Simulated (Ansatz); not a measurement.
# CH5FInNO: the cost of one run

The runs use Ansatz 0.2.0, Gaussian basis; unrestricted cation, the program's frozen cores in correlated methods.

The runs, in order: UKS PBE-D4/def2-TZVPP; UKS r2SCAN-D4/def2-TZVPP; UKS PBE0-D4/def2-TZVPP; UKS B3LYP-D4/def2-TZVPP; UKS wB97X-V/def2-TZVPP; UKS wB97M-V/def2-TZVPP; UKS B2PLYP/def2-TZVPP; UHF-CCSD(T)/def2-TZVPP; UHF-MP2/def2-QZVPP; extrapolation to the limit; then −ε(HOMO) from the neutral's earlier runs with LDA (SPW92), PBE-D4, revPBE-D4, BLYP-D4, r2SCAN-D4, B97M-V, PBE0-D4, B3LYP-D4, r2SCANh-D4, r2SCAN0-D4, HSE06-D4, BHLYP-D4, CAM-B3LYP-D4, LC-ωPBE, ωB97X-V, ωB97M-V.

## 1. The geometry

The geometry comes from an earlier relaxation with PBE0-D4 in a triple-zeta def2 set; it is a stationary point, not always the lowest conformer. In takes the def2 core potential; no spin-orbit term is included.

10 atoms, charge 0, spin multiplicity 1.

Atoms are counted from 1 here; the program's logs count them from 0.

Bond lengths: C1–O2 1.410 Å, C1–H6 1.096 Å, C1–H7 1.097 Å, C1–H8 1.095 Å, O2–In3 1.961 Å, In3–N4 2.001 Å, In3–F5 1.956 Å, N4–H9 1.011 Å, N4–H10 1.011 Å. Angles: O2–C1–H6 113.5°, O2–C1–H7 110.7°, O2–C1–H8 108.6°, H6–C1–H7 107.9°, H6–C1–H8 108.0°, H7–C1–H8 108.0°, C1–O2–In3 121.6°, O2–In3–N4 130.4°, O2–In3–F5 110.9°, N4–In3–F5 118.2°, In3–N4–H9 114.9°, In3–N4–H10 113.5°, H9–N4–H10 108.9°.

## 2. Cation, UKS PBE-D4/def2-TZVPP

in.yaml reads:

```yaml
crystal:
  periodic: [false, false, false]
  atoms:
    - {symbol: C, position_ang: [-1.144023, 1.263941, 1.243234]}
    - {symbol: O, position_ang: [-0.589063, -0.010831, 1.006249]}
    - {symbol: In, position_ang: [0.427721, -0.403475, -0.624302]}
    - {symbol: N, position_ang: [1.254324, -2.112145, -1.256228]}
    - {symbol: F, position_ang: [0.376722, 1.111040, -1.861618]}
    - {symbol: H, position_ang: [-1.271694, 1.861793, 0.333730]}
    - {symbol: H, position_ang: [-0.516295, 1.836365, 1.936927]}
    - {symbol: H, position_ang: [-2.128819, 1.136071, 1.705454]}
    - {symbol: H, position_ang: [1.622244, -2.704249, -0.523998]}
    - {symbol: H, position_ang: [1.968883, -1.978519, -1.959457]}
basis:
  gaussian: {orbitals: def2-TZVPP}
total_charge: 1
magnetization: {spin_polarized: true, initial_magnetization: 1}
hamiltonian: {xc: pbe, dispersion: d4}
```

Started as:

```console
$ ansatz run in.yaml --threads 2 --pin off --events-out ev --progress --plain --max-ram 22528MiB --backend cpu
```

**Question.** How long does this run take on 2 threads of AMD EPYC 7R13, shared host, and how much memory does it need?

About 15 s, with a peak of 0.76 GiB.
